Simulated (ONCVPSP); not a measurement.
# Cobalt: generating and testing an ONCV potential

Aim: build the potential from the settings below, then test how well it stands in for the atom: other configurations, scattering, ghost states and the plane-wave cutoff that it needs.

Method: ONCVPSP 4.0.1.1 (patched build), PBE, scalar-relativistic.

## (1) The atom and the settings

The settings as typed:

- element: cobalt (Co, Z = 27)
- type: optimised norm-conserving Vanderbilt (ONCV)
- frozen core: [Ne]
- valence charge: 17
- reference configuration: 3s2 3p6 3d7 4s2
- partial waves: 3s+4s: rc 1.25 bohr, ncon 5, nbas 8, qcut 11.4 1/bohr, 2 projectors; 3p: rc 1.20 bohr, ncon 5, nbas 8, qcut 14.5 1/bohr, 1 projector; 3d: rc 1.60 bohr, ncon 5, nbas 10, qcut 10.8 1/bohr, 3 projectors, debl 3.2 Ha
- local potential: polynomial inside 0.90 bohr (lpopt 2, dvloc0 6 Ha)
- core correction: Teter function, fcfact 4.75, rcfact 1

## (2) Generation

The input, Co.dat:

```
# ATOM AND REFERENCE CONFIGURATION
# atsym  z   nc   nv     iexc    psfile
  Co 27.00    3    4        4      upf
#
#   n    l    f
    1    0    2.00
    2    0    2.00
    2    1    6.00
    3    0    2.00
    3    1    6.00
    3    2    7.00
    4    0    2.00
#
# PSEUDOPOTENTIAL AND OPTIMIZATION
# lmax
    2
#
#   l,   rc,      ep,       ncon, nbas, qcut
    0    1.25    0.00    5    8   11.40
    1    1.20    0.00    5    8   14.50
    2    1.60    0.00    5   10   10.80
#
# LOCAL POTENTIAL
# lloc, lpopt,  rc(5),   dvloc0
    4    2    0.90    6.00
#
# VANDERBILT-KLEINMAN-BYLANDER PROJECTORs
# l, nproj, debl
    0    2    3.60
    1    1    0.30
    2    3    3.20
#
# MODEL CORE CHARGE
# icmod, fcfact, rcfact
    3    4.75    1.00
#
# LOG DERIVATIVE ANALYSIS
# epsh1, epsh2, depsh
   -5.00    5.00    0.04
#
# OUTPUT GRID
# rlmax, drl
    6.00    0.01
#
# TEST CONFIGURATIONS
# ncnf
    4
# nvcnf
#   n    l    f
    4
    3    0    2.00
    3    1    6.00
    3    2    7.00
    4    0    1.00
#
    4
    3    0    2.00
    3    1    6.00
    3    2    7.00
    4    0    0.00
#
    4
    3    0    2.00
    3    1    6.00
    3    2    6.00
    4    0    0.00
#
    4
    3    0    2.00
    3    1    6.00
    3    2    8.00
    4    0    1.00
#
```

The run is started by

```console
oncvpsp.x < Co.dat > Co.out
```

Q: Predict the outcome of this session. Wanted: cutoffs for 1 and 0.1 mHa per electron, occupied waves; bound ghosts; GHOST(+) flags; largest test error; largest phase difference near zero energy, channels read; rms error of d²Exc/dn², without and with the model core.

The runs gave:

| quantity | value |
| --- | --- |
| cutoffs for 1 and 0.1 mHa per electron, occupied waves | 49 Ha and 71 Ha |
| bound ghosts | none found |
| GHOST(+) flags | none at low energy |
| largest test error (AE − PS) | +18 meV, for 3s2 3p6 3d8 4s1 |
| largest phase difference near zero energy, channels read | 0.003 rad |
| rms error of d²Exc/dn², without and with the model core | 1.24 and 0.95 mHa |

**Reading.** By total energies transferability is good: the largest error is 18 meV on 1.2 eV, for 3s2 3p6 3d8 4s1. It counts as hard, with 49 Ha needed at the looser tolerance. It is free of bound ghosts as far as tested. Near zero energy the phases of the channels with partial waves agree within 0.003 rad.
